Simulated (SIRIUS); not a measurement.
ZrB4C, 6 atoms in the cell. The typed cell holds 6 atoms: a = 4.217 Å, b = 4.217 Å, c = 4.217 Å, α = 60.00°, β = 60.00°, γ = 60.00°. The cell was built by a generator and needn't be a form met in nature. The cell isn't the ideal one: atoms moved at random, drawn with an rms of 0.05 Å.

| Quantity | Value |
| --- | --- |
| Program | SIRIUS 7.10.0 |
| Task | single point |
| Functional | PBE |
| Potentials or basis | PseudoDojo 0.4.1 PBE standard (scalar relativistic) |
| Cutoff | 1127 eV |
| Density cutoff | 4507 eV |
| k mesh | 8 × 8 × 8 |
| Occupations | fermi-dirac, width 0.05 eV |
| Spin | no spin polarisation |
| Libxc names | ["XC_GGA_X_PBE", "XC_GGA_C_PBE"] |
| Energy tol | 1e-08 Ha |
| Density tol | 1e-06 |
| Mixer | anderson |
| Mixing beta | 0.7 |
| Max scf | 100 |
| Radial cutoff for the potentials' integrals | 6.5 bohr |

Potentials or basis: PseudoDojo 0.4.1 PBE standard (scalar relativistic).

Command:

```bash
$ upf_to_json C.upf
$ upf_to_json B.upf
$ upf_to_json Zr.upf
$ OMP_NUM_THREADS=1 sirius.scf --input=sirius.json --output=out.json --task=0
```

Hardware: 1 thread of Arm Neoverse V1, on a shared host.

Task: How long does it take, and how much memory?

Result: Wall time 14 min on 1 thread of Arm Neoverse V1 (shared host), peak memory 2.7 GiB. Counts: scf iterations 12, k points 260, plane waves 4573, bands 22.
